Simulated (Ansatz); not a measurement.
Set up this calculation in Ansatz 0.2.0, as the native input.

* Task: single point
* Functional: PBE
* Potentials or basis: Ansatz PAW
* Cutoff: 420 eV (not typed: the program's choice for these potentials)
* k mesh: 6 × 6 × 1
* Occupations: fermi-dirac, width 0.05 eV
* Spin: no spin polarisation
* Boundary along the surface normal: dipole_correction
* Miller: 1 × 1 × 1
* Adsorbate: H2O
* Bulk formula: Rh

Slab: H2Rh12O, a slab with vacuum.

```xyz
15
Lattice="5.3784 0.0000 0.0000 -2.6892 4.6578 0.0000 0.0000 0.0000 22.9976" Properties=species:S:1:pos:R:3 pbc="T T T"
Rh    1.3446    0.7763    8.0000
Rh    0.0000    3.1052    8.0000
Rh    4.0338    0.7763    8.0000
Rh    2.6892    3.1052    8.0000
Rh    2.6892    1.5526   10.1957
Rh    1.3446    3.8815   10.1957
Rh    0.0000    1.5526   10.1957
Rh   -1.3446    3.8815   10.1957
Rh   -1.3446    2.3289   12.3914
Rh    0.0000    0.0000   12.3914
Rh    1.3446    2.3289   12.3914
Rh    2.6892    0.0000   12.3914
O     0.0000    2.3289   14.4314
H    -0.1617    1.5627   15.0376
H     0.1617    3.0951   15.0376
```

The cell isn't the ideal one: H2O (donor) over a bridge site of the (1 1 1) slab of Rh, cut from the database cell, not relaxed.

One way to write it, as run:

input.yaml

```yaml
crystal:
  lattice:
    - [5.3783955991, 0.0, 0.0]
    - [-2.6891977995, 4.6578272204, 0.0]
    - [0.0, 0.0, 22.9976416175]
  atoms:
    - { symbol: Rh, position: [0.3333333333, 0.1666666667, 0.3478617561] }
    - { symbol: Rh, position: [0.3333333333, 0.6666666667, 0.3478617561] }
    - { symbol: Rh, position: [0.8333333333, 0.1666666667, 0.3478617561] }
    - { symbol: Rh, position: [0.8333333333, 0.6666666667, 0.3478617561] }
    - { symbol: Rh, position: [0.6666666667, 0.3333333333, 0.4433376682] }
    - { symbol: Rh, position: [0.6666666667, 0.8333333333, 0.4433376682] }
    - { symbol: Rh, position: [0.1666666667, 0.3333333333, 0.4433376682] }
    - { symbol: Rh, position: [0.1666666667, 0.8333333333, 0.4433376682] }
    - { symbol: Rh, position: [0.0, 0.5, 0.5388135803] }
    - { symbol: Rh, position: [0.0, 0.0, 0.5388135803] }
    - { symbol: Rh, position: [0.5, 0.5, 0.5388135803] }
    - { symbol: Rh, position: [0.5, 0.0, 0.5388135803] }
    - { symbol: O, position: [0.25, 0.5, 0.6275183281] }
    - { symbol: H, position: [0.1376874086, 0.3355070834, 0.6538775526] }
    - { symbol: H, position: [0.3623125914, 0.6644929166, 0.6538775526] }
hamiltonian:
  xc: pbe
  pseudopotentials: { kind: paw }
kpoints:
  mp_grid: { grid: [6, 6, 1] }
scf:
  occupations: { method: fermi_dirac, width: 0.05 }
output:
  forces: true
  eigenvalues: true
efield:
  axis: 3
  dipole_correction: true
  ramp_width: 0.04
```

Potentials or basis: Ansatz PAW.

Run with:

```bash
$ ansatz run input.yaml --threads 4 --pin off --max-ram 11264MiB --backend cpu --events-out ev --progress --plain --runs-dir out
```

It gave:

| Item | Value |
| --- | --- |
| Largest force | 1.633 eV/Å |
| Band gap on the k mesh | none (metal or under the smearing width) |
| Work function of the upper face | 2.63 eV |
| Work function of the lower face | 5.08 eV |
| Dipole across the slab | 0.340 e·Å |

It took 33 s on 4 threads of Arm Neoverse V2 (shared host), peak memory 2.1 GiB.
